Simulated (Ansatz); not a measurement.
**COSe (SMILES O=C=[Se]): functionals against CCSD(T) at one geometry**

One table from this session's results is given with a row withheld; the runs are named, their logs left out.

Program: Ansatz 0.2.0, Gaussian basis. Level of theory: single points in def2-TZVPP. These are calculated values, not measurements.

Cores are frozen in the correlated methods. Filled d shells of the heavier atoms are correlated.

**Where the work starts**

SMILES `O=C=[Se]`, 3 atoms, charge 0, spin multiplicity 1.

Atoms are counted from 1 here; the program's logs count them from 0.

Bond lengths: O1–C2 1.139 Å, C2–Se3 1.681 Å. Angles: O1–C2–Se3 179.4°.

Coordinates:

```xyz
3
COSe
O    -0.8234    0.9731   -0.3543
C    -0.1113    0.1368   -0.0516
Se    0.9291   -1.1081    0.3875
```

Set-up of the first run:

The input, run/in.yaml:

```yaml
crystal:
  periodic: [false, false, false]
  atoms:
    - {symbol: O, position_ang: [-0.823400, 0.973100, -0.354300]}
    - {symbol: C, position_ang: [-0.111300, 0.136800, -0.051600]}
    - {symbol: Se, position_ang: [0.929100, -1.108100, 0.387500]}
basis:
  gaussian: {orbitals: def2-TZVPP}
correlation: {method: ccsd_t}
output: {forces: true}
```

The command line of these runs was not kept.

Among the steps run: CCSD(T)/def2-TZVPP; PBE0-D4/def2-TZVPP; wB97M-V/def2-TZVPP; r2SCAN-D4/def2-TZVPP; PBE-D4/def2-TZVPP; CAM-B3LYP-D4/def2-TZVPP; r2SCANh-D4/def2-TZVPP.

One table of the session follows, with a row left open; its other results are not shown here.

```
      method  RMS force component (eV/Å)  angle to CCSD(T) forces (°)  dipole (D)
     CCSD(T)                       0.950                    reference        0.59
     PBE0-D4                           ?                            ?           ?
     wB97M-V                       0.566                         29.5        0.62
   r2SCAN-D4                       0.809                          9.0        0.71
      PBE-D4                       1.255                         11.6        0.73
CAM-B3LYP-D4                       0.476                         32.7        0.70
  r2SCANh-D4                       0.591                          0.9        0.71
```

Estimate the missing values for PBE0-D4.

As computed: RMS force component (eV/Å): 0.562; angle to CCSD(T) forces (°): 10.9; dipole (D): 0.72. In the column «RMS force component (eV/Å)» it lies between CAM-B3LYP-D4 (0.476) and wB97M-V (0.566).
